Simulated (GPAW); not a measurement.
GeW:

```
Ge W
1.0
     0.00000    2.57761    2.57761
     2.57761    0.00000    2.57761
     2.57761    2.57761    0.00000
Ge W
1 1
Direct
  0.50000 0.50000 0.50000
  0.00000 0.00000 0.00000
```

The cell was built by a generator and needn't be a form met in nature.

| Property | Result |
| --- | --- |
| Program | GPAW 26.7.0 |
| Task | relaxation of cell and atoms |
| Functional | SCAN |
| Potentials or basis | GPAW PAW data sets (gpaw-data 1.2.1) |
| Cutoff | 600 eV |
| Basis | pw |
| k mesh | 8 × 8 × 8 |
| Occupations | fermi-dirac, width 0.05 eV |
| Spin | no spin polarisation |

At the start: pressure -7.7 GPa; volume 17.13 Å³/atom.

**Question.** Where does the relaxation end?

**Answer.** Over 4 steps the energy falls by 17.6 meV/atom and the volume is 16.41 Å³/atom (-4.2 %); space group Fm-3m (No. 225, to 0.05 Å).

The path:
| step | energy change (eV) | largest force (eV/Å) | pressure (GPa) | volume (Å³) |
| --- | --- | --- | --- | --- |
| 1 | 0.0000 | 0.0000 | -7.66 | 34.25 |
| 2 | -0.0228 | 0.0000 | -4.71 | 33.66 |
| 3 | -0.0351 | 0.0000 | 0.28 | 32.77 |
| 4 | -0.0352 | 0.0000 | -0.01 | 32.81 |

Final structure:
```
Ge W
1.0
     0.00000    2.54103    2.54103
     2.54103    0.00000    2.54103
     2.54103    2.54103    0.00000
Ge W
1 1
Direct
  0.50000 0.50000 0.50000
  0.00000 0.00000 0.00000
```

Caveat: later steps reuse the first step's grids; the PAW data sets were made with another functional, which shifts forces and pressure a little.
